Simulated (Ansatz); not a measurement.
# BaF radical: geometry and frequencies at several levels

One table from this session's results is given with a row withheld; the runs are named, their logs left out.

Computed with Ansatz 0.2.0 (the levels named in each step, unless a step's input says otherwise).

## The structure to begin with

Bond lengths: F1–Ba2 1.979 Å.

Structure file:

```xyz
2

F     0.0000    0.0000    0.0000
Ba    0.0000    0.0000    1.9793
```

Set-up of the first run:

Contents of input.yaml:

```yaml
crystal:
  periodic: [false, false, false]
  atoms:
    - { symbol: F, position_ang: [0.0, 0.0, 0.0] }
    - { symbol: Ba, position_ang: [0.0, 0.0, 1.9793] }
magnetization:
  spin_polarized: true
  initial_magnetization: 1
basis:
  gaussian: { orbitals: def2-SVP }
hamiltonian:
  xc: pbe
  dispersion: d4
relax:
  f_tol: 0.03
  max_steps: 200
```

Launch:

```sh
ansatz run input.yaml --threads 2 --pin off --max-ram 5120MiB --backend cpu --events-out ev --progress --plain --runs-dir out
```

Steps of the session up to this table: A rough first relaxation, PBE-D4/def2-SVP; Relaxation, PBE0-D4/def2-TZVPP; Frequencies, PBE0-D4/def2-TZVPP; Relaxation, PBE-D4/def2-TZVPP; Frequencies, PBE-D4/def2-TZVPP; Relaxation, r2SCAN-D4/def2-TZVPP; Frequencies, r2SCAN-D4/def2-TZVPP; Relaxation, B3LYP-D4/def2-TZVPP; Frequencies, B3LYP-D4/def2-TZVPP; Relaxation, B2PLYP/def2-TZVPP; Frequencies, B2PLYP/def2-TZVPP.

One table of the session follows, with a row left open; its other results are not shown here.

It belongs to the step «Geometries side by side». 

```
               level  F1–Ba2 (Å)  rotational constants (MHz)  dipole (D)  highest frequency (cm⁻¹)
  PBE0-D4/def2-TZVPP      2.1485                      6556.7        2.88                       476
   PBE-D4/def2-TZVPP      2.1572                      6503.6        2.97                       469
r2SCAN-D4/def2-TZVPP           ?                           ?           ?                         ?
 B3LYP-D4/def2-TZVPP      2.1680                      6439.4        3.34                       466
   B2PLYP/def2-TZVPP      2.1702                      6426.4        3.20                       465
```

**Question.** Estimate the row for r2SCAN-D4/def2-TZVPP.

As computed: F1–Ba2 (Å): 2.1654; rotational constants (MHz): 6455; dipole (D): 3.10; highest frequency (cm⁻¹): 472. In the column «F1–Ba2 (Å)» it lies between PBE-D4/def2-TZVPP (2.1572) and B3LYP-D4/def2-TZVPP (2.1680).
